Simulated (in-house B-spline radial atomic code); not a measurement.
# Cu³⁺: excited configurations

Wanted: excitation energies of Cu³⁺ as differences of total energies (ΔSCF).

Program: in-house B-spline radial atomic code version 1. Level of theory: Dirac-Hartree-Fock, average of configuration, Fermi nucleus, basis-set limit. These are calculated values, not measurements, unless marked.

**1. What is computed**

| Item | Value |
| --- | --- |
| element | copper (Z = 29) |
| charge | +3 |
| electrons | 26 |
| configuration | [Ar] 3d8 |
| Hamiltonian | Dirac-Coulomb |
| nucleus | Fermi, rms radius 3.882 fm |

The outer shells:

[Ar] 3d8
```
[Ar] core
3d [↑↓][↑↓][↑↓][↑ ][↑ ]
```

The boxes draw the filling by Hund's rule, which heavy ions in jj coupling don't follow; these runs average over all states of the configuration.

Settings of the run:

```ini
Z = 29
electrons = 26.0
configuration = [Ar] 3d8
hamiltonian = dirac
method = hf
spin_polarised = False
nucleus = fermi
rms_radius = 3.8823
mass_number = 63
atomic_mass = 62.929597119
speed_of_light = 137.035999084
```

The reference is known from an earlier run: -1651.260509 hartree in all. Up to eight levels, counted from the top:

| orbital | occupation | energy (eV) | <r> (bohr) |
| --- | --- | --- | --- |
| 2s1/2 | 2 | -1182.86 | 0.2339 |
| 2p1/2 | 2 | -1037.14 | 0.2039 |
| 2p3/2 | 4 | -1016.37 | 0.2072 |
| 3s1/2 | 2 | -187.60 | 0.7047 |
| 3p1/2 | 2 | -139.98 | 0.7309 |
| 3p3/2 | 4 | -137.15 | 0.7400 |
| 3d3/2 | 3.2 | -60.726 | 0.8429 |
| 3d5/2 | 4.8 | -60.371 | 0.8473 |

**2. Run with [Ne] 3s2 3p5 3d8 7s1**

The settings differ from step 1 so:

```diff
@@ -2,3 +2,3 @@
 electrons = 26.0
-configuration = [Ar] 3d8
+configuration = [Ne] 3s2 3p5 3d8 7s1
 hamiltonian = dirac
```

The program writes no log. Results of the run, from its result record (rounded, main fields):

```text
{
  "status": "converged",
  "scf [iteration, energy, orbital gradient]": [
    [1, -1629.89813193, 0.556],
    [2, -1640.62911778, 0.566],
    [3, -1646.16765711, 0.154],
    [4, -1646.59358604, 0.0341],
    [5, -1646.60807244, 0.0202],
    [6, -1646.61565663, 0.00114],
    [7, -1646.61566183, 4.89e-05],
    [8, -1646.61566188, 8.44e-06],
    [9, -1646.61566188, 1.36e-06],
    [10, -1646.61566188, 3.09e-08]
  ],
  "energy [hartree]": {"total": -1646.61566188, "kinetic": 1676.19971541, "nuclear": -3910.56730208, "coulomb": 650.156448329, "exact_exchange": -62.4045235467},
  "breit [hartree]": {"gaunt": 0.7417425, "retardation": -0.0670798, "frequency_dependence": -0.002207921},
  "qed [hartree]": {"self_energy": 0.498117, "uehling": -0.04487857, "wichmann_kroll": 0.0003375751},
  "recoil [hartree]": 0.0108557,
  "total_with_corrections [hartree]": -1645.47877543,
  "orbitals [hartree, bohr; first row names the columns]": [
    ["name", "occ", "eps", "<r>"],
    ["1s1/2", 2.0, -335.41608, 0.052099],
    ["2s1/2", 2.0, -44.354895, 0.23376],
    ["2p1/2", 2.0, -39.005372, 0.20408],
    ["2p3/2", 4.0, -38.241357, 0.20733],
    ["3s1/2", 2.0, -7.5896874, 0.69816],
    ["3p1/2", 1.6667, -5.9209104, 0.71889],
    ["3p3/2", 3.3333, -5.8155124, 0.7274],
    ["3d3/2", 3.2, -2.9622982, 0.79647],
    ["3d5/2", 4.8, -2.9486726, 0.79999],
    ["7s1/2", 1.0, -0.28002909, 10.748]
  ],
  "sum_r [bohr^k]": {"-1": 134.8474, "1": 23.96485, "2": 139.8138},
  "energy_minus_base [hartree]": 4.6448469,
  "energy_minus_base_with_corrections [hartree]": 4.64142514
}
```

It took 1.3 s on 1 thread, shared host.

energy_minus_base is the energy less that of the reference run.

Radial density 4πr²n(r) and radial functions P(r) = rR(r):

| r (bohr) | 4πr²n | 3p3/2 | 3d5/2 | 7s1/2 |
| --- | --- | --- | --- | --- |
| 0.00557 | 5.169 | 0.0080 | 0.0000 | 0.0161 |
| 0.00886 | 10.59 | 0.0193 | 0.0002 | 0.0229 |
| 0.0141 | 19.41 | 0.0451 | 0.0007 | 0.0304 |
| 0.0224 | 29.84 | 0.1004 | 0.0026 | 0.0358 |
| 0.0356 | 35.42 | 0.2087 | 0.0092 | 0.0329 |
| 0.0567 | 31.00 | 0.3887 | 0.0308 | 0.0127 |
| 0.0902 | 28.57 | 0.5987 | 0.0935 | -0.0267 |
| 0.143 | 38.66 | 0.6509 | 0.2449 | -0.0608 |
| 0.228 | 33.01 | 0.2347 | 0.5361 | -0.0354 |
| 0.363 | 17.76 | -0.6540 | 0.9071 | 0.0599 |
| 0.577 | 21.74 | -1.2593 | 1.1037 | 0.0940 |
| 0.918 | 12.69 | -0.9487 | 0.9026 | -0.0466 |
| 1.46 | 2.248 | -0.3088 | 0.4537 | -0.1686 |
| 2.32 | 0.1073 | -0.0331 | 0.1116 | 0.0532 |
| 3.69 | 0.03183 | -0.0006 | 0.0084 | 0.1769 |
| 5.88 | 0.07366 | 0.0000 | 0.0001 | -0.2714 |
| 9.35 | 0.05909 | 0.0000 | 0.0000 | 0.2431 |
| 14.9 | 0.05670 | 0.0000 | 0.0000 | 0.2381 |
| 23.6 | 5.556e-05 | 0.0000 | 0.0000 | 0.0075 |
| 37.6 | 7.294e-12 | 0.0000 | 0.0000 | 0.0000 |

On the record's full grid the radial density has clear maxima near r = 0.036, 0.18, 0.58, 5.9, 12 bohr.

**3. Run with [Ar] 3d7 5d1**

The settings differ from step 2 so:

```diff
@@ -2,3 +2,3 @@
 electrons = 26.0
-configuration = [Ne] 3s2 3p5 3d8 7s1
+configuration = [Ar] 3d7 5d1
 hamiltonian = dirac
```

Result record:

```text
{
  "status": "converged",
  "scf [iteration, energy, orbital gradient]": [
    [1, -1635.31831599, 0.553],
    [2, -1644.89407172, 0.507],
    [3, -1649.2352469, 0.141],
    [4, -1649.58675221, 0.0336],
    [5, -1649.60078829, 0.0182],
    [6, -1649.60723604, 0.000641],
    [7, -1649.60723919, 7.09e-05],
    [8, -1649.60723926, 1.41e-05],
    [9, -1649.60723926, 1.37e-06],
    [10, -1649.60723926, 2.53e-08]
  ],
  "energy [hartree]": {"total": -1649.60723926, "kinetic": 1679.28635561, "nuclear": -3920.06150733, "coulomb": 654.340414029, "exact_exchange": -63.1725015651},
  "breit [hartree]": {"gaunt": 0.7463304, "retardation": -0.06780568, "frequency_dependence": -0.002245303},
  "qed [hartree]": {"self_energy": 0.4980809, "uehling": -0.04486727, "wichmann_kroll": 0.0003374932},
  "recoil [hartree]": 0.01087274,
  "total_with_corrections [hartree]": -1648.46653599,
  "orbitals [hartree, bohr; first row names the columns]": [
    ["name", "occ", "eps", "<r>"],
    ["1s1/2", 2.0, -335.1189, 0.052106],
    ["2s1/2", 2.0, -44.195745, 0.23387],
    ["2p1/2", 2.0, -38.836992, 0.2039],
    ["2p3/2", 4.0, -38.074279, 0.20714],
    ["3s1/2", 2.0, -7.5420733, 0.69823],
    ["3p1/2", 2.0, -5.7727509, 0.7206],
    ["3p3/2", 4.0, -5.6666353, 0.72923],
    ["3d3/2", 2.8, -2.8793098, 0.79711],
    ["3d5/2", 4.2, -2.8657464, 0.8007],
    ["5d3/2", 0.4, -0.44479829, 6.0635],
    ["5d5/2", 0.6, -0.44437067, 6.0702]
  ],
  "sum_r [bohr^k]": {"-1": 135.1748, "1": 19.2252, "2": 52.4072},
  "energy_minus_base [hartree]": 1.65326953,
  "energy_minus_base_with_corrections [hartree]": 1.65366459
}
```

Wall time 1 s (1 thread, shared host).

**4. Run with [Ar] 3d7 4f1**

The settings differ from step 3 so:

```diff
@@ -2,3 +2,3 @@
 electrons = 26.0
-configuration = [Ar] 3d7 5d1
+configuration = [Ar] 3d7 4f1
 hamiltonian = dirac
```

Result record:

```text
{
  "status": "converged",
  "scf [iteration, energy, orbital gradient]": [
    [1, -1635.15242158, 0.557],
    [2, -1644.58005453, 0.513],
    [3, -1649.28907747, 0.14],
    [4, -1649.64563703, 0.0333],
    [5, -1649.66010254, 0.0176],
    [6, -1649.6664316, 0.000692],
    [7, -1649.66643619, 0.000126],
    [8, -1649.66643642, 2.69e-05],
    [9, -1649.66643643, 1.62e-06],
    [10, -1649.66643643, 1.84e-08]
  ],
  "energy [hartree]": {"total": -1649.66643643, "kinetic": 1679.34630644, "nuclear": -3921.30392597, "coulomb": 655.455166615, "exact_exchange": -63.163983516},
  "breit [hartree]": {"gaunt": 0.7463265, "retardation": -0.06780385, "frequency_dependence": -0.002245482},
  "qed [hartree]": {"self_energy": 0.4980857, "uehling": -0.04486763, "wichmann_kroll": 0.000337496},
  "recoil [hartree]": 0.01087373,
  "total_with_corrections [hartree]": -1648.52572994,
  "orbitals [hartree, bohr; first row names the columns]": [
    ["name", "occ", "eps", "<r>"],
    ["1s1/2", 2.0, -335.07647, 0.052106],
    ["2s1/2", 2.0, -44.153633, 0.23387],
    ["2p1/2", 2.0, -38.794878, 0.2039],
    ["2p3/2", 4.0, -38.032157, 0.20714],
    ["3s1/2", 2.0, -7.4959259, 0.69807],
    ["3p1/2", 2.0, -5.7263381, 0.72036],
    ["3p3/2", 4.0, -5.6201521, 0.72898],
    ["3d3/2", 2.8, -2.832131, 0.79683],
    ["3d5/2", 4.2, -2.8185389, 0.80042],
    ["4f5/2", 0.42857, -0.50368055, 4.4259],
    ["4f7/2", 0.57143, -0.50369897, 4.4255]
  ],
  "sum_r [bohr^k]": {"-1": 135.2176, "1": 17.57968, "2": 32.64302},
  "energy_minus_base [hartree]": 1.59407235,
  "energy_minus_base_with_corrections [hartree]": 1.59447063
}
```

Wall time 1.4 s (1 thread, shared host).

**5. Run with [Ne] 3s2 3p5 3d8 5s1**

The settings differ from step 4 so:

```diff
@@ -2,3 +2,3 @@
 electrons = 26.0
-configuration = [Ar] 3d7 4f1
+configuration = [Ne] 3s2 3p5 3d8 5s1
 hamiltonian = dirac
```

Result record:

```text
{
  "status": "converged",
  "scf [iteration, energy, orbital gradient]": [
    [1, -1630.47373701, 0.56],
    [2, -1640.95569386, 0.58],
    [3, -1646.6102707, 0.153],
    [4, -1647.0356974, 0.0322],
    [5, -1647.04986909, 0.0204],
    [6, -1647.05725589, 0.00121],
    [7, -1647.05726299, 3.93e-05],
    [8, -1647.05726304, 6.17e-06],
    [9, -1647.05726304, 1.07e-06],
    [10, -1647.05726304, 3.17e-08]
  ],
  "energy [hartree]": {"total": -1647.05726304, "kinetic": 1676.64949124, "nuclear": -3915.49293054, "coulomb": 654.201898494, "exact_exchange": -62.4157222473},
  "breit [hartree]": {"gaunt": 0.7418425, "retardation": -0.0670867, "frequency_dependence": -0.002207402},
  "qed [hartree]": {"self_energy": 0.498207, "uehling": -0.04488607, "wichmann_kroll": 0.0003376313},
  "recoil [hartree]": 0.01085964,
  "total_with_corrections [hartree]": -1645.92019643,
  "orbitals [hartree, bohr; first row names the columns]": [
    ["name", "occ", "eps", "<r>"],
    ["1s1/2", 2.0, -335.25044, 0.052099],
    ["2s1/2", 2.0, -44.192998, 0.23376],
    ["2p1/2", 2.0, -38.84227, 0.20408],
    ["2p3/2", 4.0, -38.078283, 0.20734],
    ["3s1/2", 2.0, -7.4309496, 0.69811],
    ["3p1/2", 1.6667, -5.7605375, 0.71917],
    ["3p3/2", 3.3333, -5.655185, 0.7277],
    ["3d3/2", 3.2, -2.8020771, 0.79783],
    ["3d5/2", 4.8, -2.788471, 0.80138],
    ["5s1/2", 1.0, -0.72182455, 4.2116]
  ],
  "sum_r [bohr^k]": {"-1": 135.0172, "1": 17.441, "2": 30.82545},
  "energy_minus_base [hartree]": 4.20324574,
  "energy_minus_base_with_corrections [hartree]": 4.20000415
}
```

Run time: 1 s. Hardware: 1 thread, shared host.

**6. [Ne] 3s2 3p5 3d8 5f1**

The settings differ from step 5 so:

```diff
@@ -2,3 +2,3 @@
 electrons = 26.0
-configuration = [Ne] 3s2 3p5 3d8 5s1
+configuration = [Ne] 3s2 3p5 3d8 5f1
 hamiltonian = dirac
```

Result record:

```text
{
  "status": "converged",
  "scf [iteration, energy, orbital gradient]": [
    [1, -1629.92977658, 0.556],
    [2, -1640.60153303, 0.562],
    [3, -1646.20722404, 0.153],
    [4, -1646.63601918, 0.0342],
    [5, -1646.65118947, 0.0196],
    [6, -1646.6586796, 0.00113],
    [7, -1646.65868521, 7.68e-05],
    [8, -1646.6586853, 1.61e-05],
    [9, -1646.65868531, 1.74e-06],
    [10, -1646.65868531, 3.34e-08]
  ],
  "energy [hartree]": {"total": -1646.65868531, "kinetic": 1676.24020517, "nuclear": -3911.70757451, "coulomb": 651.210212835, "exact_exchange": -62.4015288009},
  "breit [hartree]": {"gaunt": 0.74171, "retardation": -0.06707753, "frequency_dependence": -0.00220809},
  "qed [hartree]": {"self_energy": 0.4980891, "uehling": -0.04487624, "wichmann_kroll": 0.0003375577},
  "recoil [hartree]": 0.01085578,
  "total_with_corrections [hartree]": -1645.52185475,
  "orbitals [hartree, bohr; first row names the columns]": [
    ["name", "occ", "eps", "<r>"],
    ["1s1/2", 2.0, -335.37547, 0.052099],
    ["2s1/2", 2.0, -44.313075, 0.23376],
    ["2p1/2", 2.0, -38.963935, 0.20408],
    ["2p3/2", 4.0, -38.199908, 0.20733],
    ["3s1/2", 2.0, -7.5463724, 0.69817],
    ["3p1/2", 1.6667, -5.8780652, 0.71881],
    ["3p3/2", 3.3333, -5.7726479, 0.72732],
    ["3d3/2", 3.2, -2.9195152, 0.7963],
    ["3d5/2", 4.8, -2.9058837, 0.79983],
    ["5f5/2", 0.42857, -0.32303805, 7.7506],
    ["5f7/2", 0.57143, -0.32305324, 7.75]
  ],
  "sum_r [bohr^k]": {"-1": 134.8867, "1": 20.96557, "2": 79.31615},
  "energy_minus_base [hartree]": 4.60182348,
  "energy_minus_base_with_corrections [hartree]": 4.59834582
}
```

Run time: 1.5 s. Hardware: 1 thread, shared host.

**7. Configuration [Ar] 3d7 6f1**

The settings differ from step 6 so:

```diff
@@ -2,3 +2,3 @@
 electrons = 26.0
-configuration = [Ne] 3s2 3p5 3d8 5f1
+configuration = [Ar] 3d7 6f1
 hamiltonian = dirac
```

Result record:

```text
{
  "status": "converged",
  "scf [iteration, energy, orbital gradient]": [
    [1, -1634.84154131, 0.557],
    [2, -1644.56074143, 0.512],
    [3, -1649.01030659, 0.142],
    [4, -1649.36649896, 0.0339],
    [5, -1649.38028811, 0.0181],
    [6, -1649.38690138, 0.000696],
    [7, -1649.38690465, 9.76e-05],
    [8, -1649.38690478, 2.1e-05],
    [9, -1649.38690478, 1.7e-06],
    [10, -1649.38690478, 1.44e-08]
  ],
  "energy [hartree]": {"total": -1649.38690478, "kinetic": 1679.06673384, "nuclear": -3917.22180182, "coulomb": 651.932074359, "exact_exchange": -63.1639111643},
  "breit [hartree]": {"gaunt": 0.7463266, "retardation": -0.06780382, "frequency_dependence": -0.002245477},
  "qed [hartree]": {"self_energy": 0.4980855, "uehling": -0.04486761, "wichmann_kroll": 0.0003374958},
  "recoil [hartree]": 0.01087146,
  "total_with_corrections [hartree]": -1648.24620062,
  "orbitals [hartree, bohr; first row names the columns]": [
    ["name", "occ", "eps", "<r>"],
    ["1s1/2", 2.0, -335.21722, 0.052106],
    ["2s1/2", 2.0, -44.294382, 0.23387],
    ["2p1/2", 2.0, -38.935624, 0.2039],
    ["2p3/2", 4.0, -38.172904, 0.20714],
    ["3s1/2", 2.0, -7.6369849, 0.69807],
    ["3p1/2", 2.0, -5.867401, 0.72036],
    ["3p3/2", 4.0, -5.7612187, 0.72898],
    ["3d3/2", 2.8, -2.9731383, 0.79664],
    ["3d5/2", 4.2, -2.959546, 0.80023],
    ["6f5/2", 0.42857, -0.22414584, 11.852],
    ["6f7/2", 0.57143, -0.22415568, 11.851]
  ],
  "sum_r [bohr^k]": {"-1": 135.0769, "1": 25.00411, "2": 170.3097},
  "energy_minus_base [hartree]": 1.873604,
  "energy_minus_base_with_corrections [hartree]": 1.87399996
}
```

Run time: 1.5 s. Hardware: 1 thread, shared host.

**8. Configuration [Ne] 3s2 3p5 3d8 7f1**

The settings differ from step 7 so:

```diff
@@ -2,3 +2,3 @@
 electrons = 26.0
-configuration = [Ar] 3d7 6f1
+configuration = [Ne] 3s2 3p5 3d8 7f1
 hamiltonian = dirac
```

Result record:

```text
{
  "status": "converged",
  "scf [iteration, energy, orbital gradient]": [
    [1, -1629.75300965, 0.556],
    [2, -1640.51070713, 0.561],
    [3, -1646.05044609, 0.154],
    [4, -1646.47790708, 0.0345],
    [5, -1646.49273232, 0.0198],
    [6, -1646.50033116, 0.00113],
    [7, -1646.50033623, 6.7e-05],
    [8, -1646.50033629, 1.3e-05],
    [9, -1646.5003363, 1.65e-06],
    [10, -1646.5003363, 3.07e-08]
  ],
  "energy [hartree]": {"total": -1646.5003363, "kinetic": 1676.08182791, "nuclear": -3909.38679101, "coulomb": 649.206038173, "exact_exchange": -62.4014113735},
  "breit [hartree]": {"gaunt": 0.7417103, "retardation": -0.06707751, "frequency_dependence": -0.002208087},
  "qed [hartree]": {"self_energy": 0.4980889, "uehling": -0.04487623, "wichmann_kroll": 0.0003375576},
  "recoil [hartree]": 0.01085454,
  "total_with_corrections [hartree]": -1645.36350687,
  "orbitals [hartree, bohr; first row names the columns]": [
    ["name", "occ", "eps", "<r>"],
    ["1s1/2", 2.0, -335.45548, 0.052099],
    ["2s1/2", 2.0, -44.393098, 0.23376],
    ["2p1/2", 2.0, -39.043956, 0.20408],
    ["2p3/2", 4.0, -38.27993, 0.20733],
    ["3s1/2", 2.0, -7.6266581, 0.69817],
    ["3p1/2", 1.6667, -5.9583518, 0.71881],
    ["3p3/2", 3.3333, -5.8529371, 0.72731],
    ["3d3/2", 3.2, -2.9997461, 0.79618],
    ["3d5/2", 4.8, -2.9861146, 0.7997],
    ["7f5/2", 0.42857, -0.16469015, 16.684],
    ["7f7/2", 0.57143, -0.16469702, 16.684]
  ],
  "sum_r [bohr^k]": {"-1": 134.8067, "1": 29.89824, "2": 325.8589},
  "energy_minus_base [hartree]": 4.76017249,
  "energy_minus_base_with_corrections [hartree]": 4.7566937
}
```

Wall time 1.8 s (1 thread, shared host).

**9. [Ar] 3d7 7f1**

The settings differ from step 8 so:

```diff
@@ -2,3 +2,3 @@
 electrons = 26.0
-configuration = [Ne] 3s2 3p5 3d8 7f1
+configuration = [Ar] 3d7 7f1
 hamiltonian = dirac
```

Result record:

```text
{
  "status": "converged",
  "scf [iteration, energy, orbital gradient]": [
    [1, -1634.7763321, 0.557],
    [2, -1644.51747132, 0.512],
    [3, -1648.95111804, 0.142],
    [4, -1649.3069898, 0.034],
    [5, -1649.32070826, 0.0182],
    [6, -1649.3273433, 0.000697],
    [7, -1649.32734648, 9.43e-05],
    [8, -1649.3273466, 2.02e-05],
    [9, -1649.32734661, 1.71e-06],
    [10, -1649.32734661, 1.41e-08]
  ],
  "energy [hartree]": {"total": -1649.3273466, "kinetic": 1679.00716629, "nuclear": -3916.34898775, "coulomb": 651.178322526, "exact_exchange": -63.1638476793},
  "breit [hartree]": {"gaunt": 0.7463268, "retardation": -0.06780382, "frequency_dependence": -0.002245476},
  "qed [hartree]": {"self_energy": 0.4980854, "uehling": -0.04486761, "wichmann_kroll": 0.0003374958},
  "recoil [hartree]": 0.01087099,
  "total_with_corrections [hartree]": -1648.18664285,
  "orbitals [hartree, bohr; first row names the columns]": [
    ["name", "occ", "eps", "<r>"],
    ["1s1/2", 2.0, -335.24731, 0.052106],
    ["2s1/2", 2.0, -44.32448, 0.23387],
    ["2p1/2", 2.0, -38.965721, 0.2039],
    ["2p3/2", 4.0, -38.203001, 0.20714],
    ["3s1/2", 2.0, -7.6671773, 0.69807],
    ["3p1/2", 2.0, -5.8975925, 0.72036],
    ["3p3/2", 4.0, -5.791411, 0.72898],
    ["3d3/2", 2.8, -3.0033083, 0.7966],
    ["3d5/2", 4.2, -2.9897158, 0.80017],
    ["7f5/2", 0.42857, -0.16458861, 16.698],
    ["7f7/2", 0.57143, -0.16459528, 16.697]
  ],
  "sum_r [bohr^k]": {"-1": 135.0468, "1": 29.84942, "2": 326.1645},
  "energy_minus_base [hartree]": 1.93316218,
  "energy_minus_base_with_corrections [hartree]": 1.93355773
}
```

Run time: 1.8 s. Hardware: 1 thread, shared host.

**10. Energies above the reference**

| net move | configuration | energy above the reference (eV) | with Breit, QED, recoil (eV) | largest <r> (bohr) |
| --- | --- | --- | --- | --- |
| 3d → 4f | [Ar] 3d7 4f1 | 43.377 | 43.388 | 4.43 |
| 3d → 5d | [Ar] 3d7 5d1 | 44.988 | 44.999 | 6.07 |
| 3d → 6f | [Ar] 3d7 6f1 | 50.983 | 50.994 | 11.9 |
| 3d → 7f | [Ar] 3d7 7f1 | 52.604 | 52.615 | 16.7 |
| 3p → 5s | [Ne] 3s2 3p5 3d8 5s1 | 114.38 | 114.29 | 4.21 |
| 3p → 5f | [Ne] 3s2 3p5 3d8 5f1 | 125.22 | 125.13 | 7.75 |
| 3p → 7s | [Ne] 3s2 3p5 3d8 7s1 | 126.39 | 126.30 | 10.7 |
| 3p → 7f | [Ne] 3s2 3p5 3d8 7f1 | 129.53 | 129.44 | 16.7 |

Quantum defects of the promoted electron, δ = n − ζ/√(−2ε) with ζ = 4 and ε its orbital energy in hartree:

| promotion | δ |
| --- | --- |
| 3d → 4f | 0.015 |
| 3d → 5d | 0.758 |
| 3d → 6f | 0.026 |
| 3d → 7f | 0.028 |
| 3p → 5s | 1.671 |
| 3p → 5f | 0.024 |
| 3p → 7s | 1.655 |
| 3p → 7f | 0.030 |

**Reading.** The energies run from 43.377 eV (3d → 4f) to 129.53 eV (3p → 7f). 4 of them lie more than 2 % above the ionisation threshold that Koopmans' theorem gives (60.371 eV), where such states can decay by emitting an electron. Of those tabulated, the defect is largest for 5s (1.67) and least for 4f (0.01): low angular momentum penetrates the core, high angular momentum stays outside it. Two partly filled shells share a symmetry and can mix in the average, which may lower the energy, for: 3d → 5d. These are averages over configurations, without correlation, not spectroscopic levels.
